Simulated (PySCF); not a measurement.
**RuF₂: quintet, from a linear start**

Where does quintet RuF₂ go from a linear start, is the end point a minimum, and what are its modes, charges and moments?

The runs use PySCF 2.14.0; PBE0, basis Ru def2-TZVP with ECP28, F def2-TZVP, scalar-relativistic core potentials, no spin–orbit coupling, density fitting.

## 1. The system as given

3 atoms, charge 0, spin multiplicity 5.

Bond lengths: Ru1–F2 1.890 Å, Ru1–F3 1.890 Å. Angles: F2–Ru1–F3 180.0°.

```xyz
3
charge 0 multiplicity 5
Ru    0.0000    0.0000    0.0000
F     0.0000    0.0000    1.8900
F     0.0000    0.0000   -1.8900
```

## 2. The SCF at the typed geometry

The steps below are one call of a driver around PySCF. For each, scf.py gives the equivalent set-up of the SCF; relaxations use the driver's own optimiser. After this first run the driver tries any further starts and a stability analysis.

scf.py reads:

```python
from pyscf import gto, scf, dft
mol = gto.M(atom='''
Ru     0.000000     0.000000     0.000000
F      0.000000     0.000000     1.890000
F      0.000000     0.000000    -1.890000''',
    basis={'Ru': 'def2-TZVP', 'F': 'def2-TZVP'},
    ecp={'Ru': 'def2-TZVP'},
    charge=0, spin=4)
mf = dft.UKS(mol, xc='PBE0')
mf.grids.atom_grid = (50, 194)
aux = {'Ru': 'def2-universal-JKFIT', 'F': 'def2-universal-JKFIT'}
mf = mf.density_fit(auxbasis=aux)
mf.conv_tol = 1e-08
mf.diis_space = 10
mf.max_cycle = 60
mf.init_guess = 'minao'
mf.verbose = 4
mf.kernel()
```

Launch:

```bash
$ OMP_NUM_THREADS=4 python axn.py task.json out
```

The program printed:

```text
init E= -286.496609458437
[... the frontier-level lines of each cycle are left out ...]
cycle= 1 E= -294.320592702893  delta_E= -7.82  |g|= 0.654  |ddm|= 2.96
cycle= 2 E= -294.281431833355  delta_E= 0.0392  |g|= 0.82  |ddm|= 0.908
cycle= 3 E= -294.484876860445  delta_E= -0.203  |g|= 0.102  |ddm|= 0.477
cycle= 4 E= -294.487052060609  delta_E= -0.00218  |g|= 0.0611  |ddm|= 0.103
cycle= 5 E= -294.488501909701  delta_E= -0.00145  |g|= 0.00948  |ddm|= 0.0394
cycle= 6 E= -294.488544738769  delta_E= -4.28e-05  |g|= 0.00113  |ddm|= 0.0142
cycle= 7 E= -294.488546204812  delta_E= -1.47e-06  |g|= 0.00037  |ddm|= 0.00185
cycle= 8 E= -294.488546349966  delta_E= -1.45e-07  |g|= 7.97e-05  |ddm|= 0.000636
cycle= 9 E= -294.488546353404  delta_E= -3.44e-09  |g|= 1.03e-05  |ddm|= 8.38e-05
Extra cycle  E= -294.488546353341  delta_E= 6.29e-11  |g|= 1.96e-05  |ddm|= 1.84e-05
converged SCF energy = -294.488546353341  <S^2> = 6.0060951  2S+1 = 5.0024374
```

This step, with its further starts and checks, needed 11 s of wall time on 4 threads of Arm Neoverse V2, shared host.

Energies from each starting density:

```tsv
start	energy (Eh)
the minimal-basis guess	-294.488546
a thermally smeared density	-294.488543
a smeared PBE density	-294.488546
```

The test of internal stability and the other starts found no lower solution of this spin.

## 3. Linear start, quintet: relaxation

The program finds D∞h symmetry in the start, which this walk keeps. The walk stops when the largest gradient is under 0.0003 Eh/bohr and the energy has settled too.

Edit scf.py of step 2 so:

```diff
@@ -16 +15,0 @@
-mf.init_guess = 'minao'
```

Energy and gradient, step by step:

```tsv
step	energy (Eh)	change (kJ/mol)	largest symmetric gradient (Eh/bohr)
0	-294.488546	0.00	0.01150
1	-294.489083	-1.41	0.00072
2	-294.489085	-1.41	0.00005
```

The walk took 4.6 s.

End point (D∞h, 2 steps, 1.4 kJ/mol gained): Ru–F 1.866 Å (×2); F–Ru–F 180.0°.

## 4. Hessian and properties

The point is checked on the finer grid, and tightened if its gradient asks for it. The Hessian and the dipole derivatives come from central differences of analytic gradients, with steps of 0.02 bohr.

Edit scf.py of step 3 so:

```diff
@@ -3,3 +3,3 @@
-Ru     0.000000     0.000000     0.000000
-F      0.000000     0.000000     1.890000
-F      0.000000     0.000000    -1.890000''',
+Ru    -0.000000    -0.000000    -0.000000
+F     -0.000000    -0.000000     1.866045
+F      0.000000    -0.000000    -1.866045''',
@@ -10 +10 @@
-mf.grids.atom_grid = (50, 194)
+mf.grids.atom_grid = (75, 302)
@@ -13 +13 @@
-mf.conv_tol = 1e-08
+mf.conv_tol = 1e-10
```

The driver hands on the density of the step before, so the log starts near convergence.

SCF at the final geometry:

```text
init E= -294.489142193721
[... the frontier-level lines of each cycle are left out ...]
cycle= 1 E= -294.489142193719  delta_E= 1.19e-12  |g|= 2.94e-06  |ddm|= 2.14e-06
Extra cycle  E= -294.489142193711  delta_E= 8.58e-12  |g|= 5.96e-06  |ddm|= 3.96e-06
converged SCF energy = -294.489142193711  <S^2> = 6.0058645  2S+1 = 5.0023453
```

The whole step took 19 s.

Geometry: D∞h; Ru–F 1.866 Å (×2); F–Ru–F 180.0°.

Modes, for the most abundant isotopes:

```csv
symmetry,ω (cm⁻¹),IR (km/mol)
πu,135,36.3
σg+,613,0.0
σu+,680,264
```

Every mode is real; the point is a minimum.

Properties at this point:

- Dipole moment: 0.00 D
- Highest occupied level: -7.94 eV
- Lowest empty level: -3.79 eV
- Rotational constants: 0.1274 cm⁻¹
- Zero-point energy: 9.4 kJ/mol
- Principal polarisabilities: 24.8, 24.8, 38.2 bohr³
- Atomisation energy without zero-point energy: 899 kJ/mol
- Principal traceless quadrupole moments about the centre of mass: -13.83, 6.91, 6.91 D Å
- Entropy at 298.15 K and 1 bar (electronic part: spin only): 275.1 J/(mol K)
- Heat capacity Cp at 298.15 K: 53.0 J/(mol K)
- Enthalpy at 298.15 K above 0 K: 12.91 kJ/mol
- Rotational symmetry number: 2
- Spin squared ⟨S²⟩: 6.006

Charges (e) and bond orders:

```tsv
atom	Mulliken	Löwdin	polar tensor	spin (Mulliken)	Mayer order to Ru1
Ru1	1.04	0.69	1.39	3.68	–
F2,3	-0.52	-0.35	-0.70	0.16	0.79
```

Mulliken populations on Ru1 (outside its core potential): s 2.48, p 6.15, d 6.32, f 0.01.

## 5. What came out

| quantity | value |
| --- | --- |
| minimum | quintet, D∞h |
| geometry | Ru–F 1.866 Å (×2); F–Ru–F 180.0° |
| wavenumbers (cm⁻¹) | 135 (πu), 613 (σg+), 680 (σu+) |
| dipole moment | 0.00 D |
| highest occupied, lowest empty level (either spin) | -7.94, -3.79 eV |
| polar-tensor charge of Ru1 | +1.39 e |
| zero-point energy | 9.4 kJ/mol |
| entropy at 298.15 K | 275.1 J/(mol K) |
| atomisation energy (no zero-point energy) | 899 kJ/mol |
| ⟨S²⟩ | 6.006 |

In words: The molecule stays D∞h, as typed, and the end point is a minimum. In the infrared the band at 680 cm⁻¹ (σu+, stretch) leads. The dipole vanishes although Ru1 carries +1.4 e by the polar tensor: the bond dipoles cancel. Most of the spin sits on Ru1 (Mulliken spin 3.68, against 4 for the whole molecule). Only this shape and spin were tried, so other structures or states may lie lower. Open d and f shells are described by one determinant, and the ground state may have another occupation or spin.

The search up to here took 34 s.
